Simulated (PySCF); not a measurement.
**GeH2 (SMILES [GeH2]): FCI/STO-3G (functionals set, moving atoms (1, 2))**

Aim: the energy along one coordinate of GeH2. 

The calculation is run with PySCF 2.14.0.

## Step 1: The system as given

The species is GeH2 (3 atoms), meant as a singlet with charge 0. As SMILES, `[GeH2]`. Geometry: relaxed at PBE0-D4/def2-TZVP.

Bond lengths: Ge1–H2 1.595 Å, Ge1–H3 1.594 Å. Angles: H2–Ge1–H3 90.6°.

## Step 2: The energy along one coordinate at FCI/STO-3G (functionals set, moving atoms (1, 2))

The input, stretch.py:

```python
import numpy as np
from pyscf import cc, dft, gto, mcscf, mp, scf

symbols = ["Ge", "H", "H"]
xyz = np.array([
    [-0.570100, 0.405100, -0.263700],
    [0.783000, 0.743600, 0.509000],
    [-0.212900, -1.148700, -0.245300],
])
i, j, moving = 2, 0, [0, 1]
u = (xyz[j] - xyz[i]) / np.linalg.norm(xyz[j] - xyz[i])
r0 = np.linalg.norm(xyz[j] - xyz[i])
functionals = {"BHLYP": "bhandhlyp", "wB97X": "wb97x", "PBE0": "pbe0"}

def stable(mf, dm=None):
    for _ in range(4):
        mf.kernel(dm)
        if not mf.converged:
            mf = mf.newton().run(mf.mo_coeff, mf.mo_occ).undo_soscf()
        mo, _, ok, _ = mf.stability(return_status=True)
        if ok:
            break
        dm = mf.make_rdm1(mo, mf.mo_occ)
    return mf

def value(obj):
    return obj.e_tot if obj.converged else float("nan")

def exact(mf):
    ci = mcscf.CASCI(mf, 11, (8, 8))
    ci.fix_spin_(ss=0)
    ci.fcisolver.max_cycle = 200
    return ci.kernel()[0], 0.0

cols = ["RHF", "UHF", "MP2", "CCSD", "CCSD(T)", "UMP2", "UCCSD", "UCCSD(T)", "BHLYP", "wB97X", "PBE0", "FCI"]
rows, s2, dw = [], [], []
dm_r = None
distances = [1.2755, 1.5147, 1.5944, 1.6742, 1.7539, 2.2322, 2.3917, 2.5511]
for r in distances:
    x = xyz.copy()
    x[moving] += (r - r0) * u
    mol = gto.M(atom=list(zip(symbols, x)), basis="sto-3g", charge=0, spin=0, verbose=0)
    rhf = scf.RHF(mol).set(conv_tol=1e-10, max_cycle=200)
    rhf.kernel(dm_r)
    if not rhf.converged:
        rhf = rhf.newton().run(rhf.mo_coeff, rhf.mo_occ)
    dm_r = rhf.make_rdm1()
    uhf = stable(scf.UHF(mol).set(conv_tol=1e-9, max_cycle=200))
    e = [value(rhf), value(uhf)]
    for ref in (rhf, uhf):
        c = cc.CCSD(ref, frozen=9).set(max_cycle=120).run()
        e += [mp.MP2(ref, frozen=9).run().e_tot, value(c), c.e_tot + c.ccsd_t() if c.converged else float("nan")]
    for xc in functionals.values():
        e.append(value(stable(dft.UKS(mol, xc=xc).set(conv_tol=1e-8, max_cycle=80), uhf.make_rdm1())))
    e_ref, w = exact(rhf)
    rows.append(e + [e_ref])
    s2.append(uhf.spin_square()[0])
    dw.append(w)
    print(f"r = {r:.4f} A  " + "  ".join(f"{k} {v:.6f}" for k, v in zip(cols, rows[-1])) + f"  <S^2>(UHF) {s2[-1]:.3f}", flush=True)
rows = np.array(rows)
print("\nenergies relative to r = 1.5944 A, mEh")
print("r/A    " + "".join(f"{k:>10s}" for k in cols))
for r, row in zip(distances, rows):
    print(f"{r:<7.3f}" + "".join(f"{v:10.2f}" for v in (row - rows[2]) * 1000))
print("\nnon-parallelity error against FCI, mEh")
for k, d in zip(cols[:-1], (rows[:, :-1] - rows[:, -1:]).T * 1000):
    print(f"{k:>10s} {np.nanmax(d) - np.nanmin(d):10.3f}")
```

Command:

```sh
$ python stretch.py
```

The log of the run:

```text
r = 1.2755 A  RHF -2052.812519  UHF -2052.814722  MP2 -2052.842658  CCSD -2052.859054  CCSD(T) -2052.859240  UMP2 -2052.840797  UCCSD -2052.859059  UCCSD(T) -2052.859214  BHLYP -2054.206478  wB97X -2054.185915  PBE0 -2053.915816  FCI -2052.859367  <S^2>(UHF) 0.293
r = 1.5147 A  RHF -2052.825755  UHF -2052.826885  MP2 -2052.857992  CCSD -2052.876324  CCSD(T) -2052.876478  UMP2 -2052.855815  UCCSD -2052.876320  UCCSD(T) -2052.876468  BHLYP -2054.213141  wB97X -2054.189394  PBE0 -2053.921104  FCI -2052.876602  <S^2>(UHF) 0.215
r = 1.5944 A  RHF -2052.820981  UHF -2052.821886  MP2 -2052.854370  CCSD -2052.873668  CCSD(T) -2052.873819  UMP2 -2052.852215  UCCSD -2052.873662  UCCSD(T) -2052.873813  BHLYP -2054.207788  wB97X -2054.183515  PBE0 -2053.915866  FCI -2052.873943  <S^2>(UHF) 0.193
r = 1.6742 A  RHF -2052.812989  UHF -2052.813716  MP2 -2052.847735  CCSD -2052.868188  CCSD(T) -2052.868339  UMP2 -2052.845636  UCCSD -2052.868180  UCCSD(T) -2052.868337  BHLYP -2054.199859  wB97X -2054.175261  PBE0 -2053.908266  FCI -2052.868464  <S^2>(UHF) 0.175
r = 1.7539 A  RHF -2052.802431  UHF -2052.803021  MP2 -2052.838736  CCSD -2052.860548  CCSD(T) -2052.860701  UMP2 -2052.836712  UCCSD -2052.860538  UCCSD(T) -2052.860703  BHLYP -2054.189907  wB97X -2054.165121  PBE0 -2053.898822  FCI -2052.860826  <S^2>(UHF) 0.158
r = 2.2322 A  RHF -2052.711026  UHF -2052.724117  MP2 -2052.761216  CCSD -2052.796456  CCSD(T) -2052.796668  UMP2 -2052.752052  UCCSD -2052.796310  UCCSD(T) -2052.796582  BHLYP -2054.108994  wB97X -2054.083592  PBE0 -2053.823013  FCI -2052.796774  <S^2>(UHF) 0.492
r = 2.3917 A  RHF -2052.677802  UHF -2052.710612  MP2 -2052.734540  CCSD -2052.776441  CCSD(T) -2052.776689  UMP2 -2052.734605  UCCSD -2052.776141  UCCSD(T) -2052.776491  BHLYP -2054.085513  wB97X -2054.055441  PBE0 -2053.796536  FCI -2052.776764  <S^2>(UHF) 0.691
r = 2.5511 A  RHF -2052.646109  UHF -2052.702003  MP2 -2052.710456  CCSD -2052.759828  CCSD(T) -2052.760121  UMP2 -2052.724273  UCCSD -2052.759366  UCCSD(T) -2052.759789  BHLYP -2054.069284  wB97X -2054.035960  PBE0 -2053.776392  FCI -2052.760144  <S^2>(UHF) 0.814

energies relative to r = 1.5944 A, mEh
r/A           RHF       UHF       MP2      CCSD   CCSD(T)      UMP2     UCCSD  UCCSD(T)     BHLYP     wB97X      PBE0       FCI
1.276        8.46      7.16     11.71     14.61     14.58     11.42     14.60     14.60      1.31     -2.40      0.05     14.58
1.515       -4.77     -5.00     -3.62     -2.66     -2.66     -3.60     -2.66     -2.66     -5.35     -5.88     -5.24     -2.66
1.594        0.00      0.00      0.00      0.00      0.00      0.00      0.00      0.00      0.00      0.00      0.00      0.00
1.674        7.99      8.17      6.63      5.48      5.48      6.58      5.48      5.48      7.93      8.25      7.60      5.48
1.754       18.55     18.87     15.63     13.12     13.12     15.50     13.12     13.11     17.88     18.39     17.04     13.12
2.232      109.95     97.77     93.15     77.21     77.15    100.16     77.35     77.23     98.79     99.92     92.85     77.17
2.392      143.18    111.27    119.83     97.23     97.13    117.61     97.52     97.32    122.27    128.07    119.33     97.18
2.551      174.87    119.88    143.91    113.84    113.70    127.94    114.30    114.02    138.50    147.56    139.47    113.80

non-parallelity error against FCI, mEh
       RHF     67.187
       UHF     28.013
       MP2     32.979
      CCSD      0.049
   CCSD(T)      0.103
      UMP2     26.152
     UCCSD      0.498
  UCCSD(T)      0.231
     BHLYP     38.362
     wB97X     50.733
      PBE0     40.201
```

Run time: 2.2 min. Hardware: 1 thread of Arm Neoverse V2, shared host; peak memory 0.2 GiB.

Energies in eV from each method's first point:

```tsv
distance (Å)	RHF	UHF	MP2	CCSD	CCSD(T)	UMP2	UCCSD	UCCSD(T)	BHLYP	wB97X	PBE0	FCI
1.276	0.00	0.00	0.00	0.00	0.00	0.00	0.00	0.00	0.00	0.00	0.00	0.00
1.515	-0.36	-0.33	-0.42	-0.47	-0.47	-0.41	-0.47	-0.47	-0.18	-0.09	-0.14	-0.47
1.594	-0.23	-0.19	-0.32	-0.40	-0.40	-0.31	-0.40	-0.40	-0.04	0.07	0.00	-0.40
1.674	-0.01	0.03	-0.14	-0.25	-0.25	-0.13	-0.25	-0.25	0.18	0.29	0.21	-0.25
1.754	0.27	0.32	0.11	-0.04	-0.04	0.11	-0.04	-0.04	0.45	0.57	0.46	-0.04
2.232	2.76	2.47	2.22	1.70	1.70	2.41	1.71	1.70	2.65	2.78	2.53	1.70
2.392	3.67	2.83	2.94	2.25	2.25	2.89	2.26	2.25	3.29	3.55	3.25	2.25
2.551	4.53	3.07	3.60	2.70	2.70	3.17	2.71	2.71	3.73	4.08	3.79	2.70
```
